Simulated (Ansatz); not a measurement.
Working through a rigid torsion scan of C2H6FNSi, SMILES C=N[SiH2]CF

Computed with Ansatz 0.2.0, Python API.

Interactive session:
```pycon
>>> import ansatz as az
>>> from ase import Atoms
>>> atoms = Atoms(["C", "N", "Si", "C", "F", "H", "H", "H", "H", "H", "H"], positions=[
...     [-1.1708, 1.3795, 0.5684],
...     [-1.2012, 0.1778, 0.8906],
...     [0.2981, -0.6357, 0.675],
...     [0.7369, -0.8399, -1.1156],
...     [0.7991, 0.3639, -1.7256],
...     [-2.16, 2.0061, 0.6624],
...     [-0.332, 1.998, 0.1639],
...     [0.2839, -1.9304, 1.3731],
...     [1.3796, 0.2013, 1.394],
...     [1.5921, -1.4012, -1.2664],
...     [-0.1602, -1.3763, -1.5992],
... ])
>>> first = (
...     az.Crystal.molecule_from_ase(atoms).calculation()
...     .basis(gaussian="def2-SVP")
...     .functional("HF")
...     .relax(force_tolerance=0.02, max_steps=80)
... )
>>> atoms.positions = first.run(threads=1, backend="cpu").report["positions_ang"]
>>> start = atoms.get_dihedral(1, 2, 3, 4)
>>> energies = {}
>>> for turn in range(0, 360, 30):
...     turned = atoms.copy()
...     turned.set_dihedral(1, 2, 3, 4, start + turn, indices=[3, 4, 9, 10])
...     calc = (
...         az.Crystal.molecule_from_ase(turned).calculation()
...         .basis(gaussian="def2-SVP")
...         .functional("HF")
...     )
...     energies[round((start + turn) % 360)] = calc.run(threads=1, backend="cpu").report["free_energy_ev"]
...
>>> floor = min(energies.values())
>>> print("dihedral N1-Si2-C3-F4 (deg)   E - E(min) (eV)")
dihedral N1-Si2-C3-F4 (deg)   E - E(min) (eV)
>>> for angle, e in sorted(energies.items()):
...     print(f"{angle:8d} {(e - floor):14.3f}  " + "#" * int(30 * (e - floor) / max(max(energies.values()) - floor, 1e-9)))
...
       8          0.167  ##############################
      38          0.064  ###########
      68          0.000
      98          0.050  #########
     128          0.091  ################
     158          0.039  ######
     188          0.011  #
     218          0.073  #############
     248          0.113  ####################
     278          0.071  ############
     308          0.071  ############
     338          0.152  ###########################
```

The lowest point is at 68° and the highest at 8°, 0.167 eV (16.1 kJ/mol) above it, with the rest of the molecule held.

Caveats:
- The settings weren't tested for convergence.
- The scan is rigid and the energies are electronic, in a modest basis. With rigid groups the curve can differ much from the relaxed path, the start wasn't checked as a minimum of this torsion, and equivalent turns needn't return to the same energy.
- It ran for 120 s on 1 thread of Arm Neoverse N1, on a shared host, peak memory 0.28 GiB.
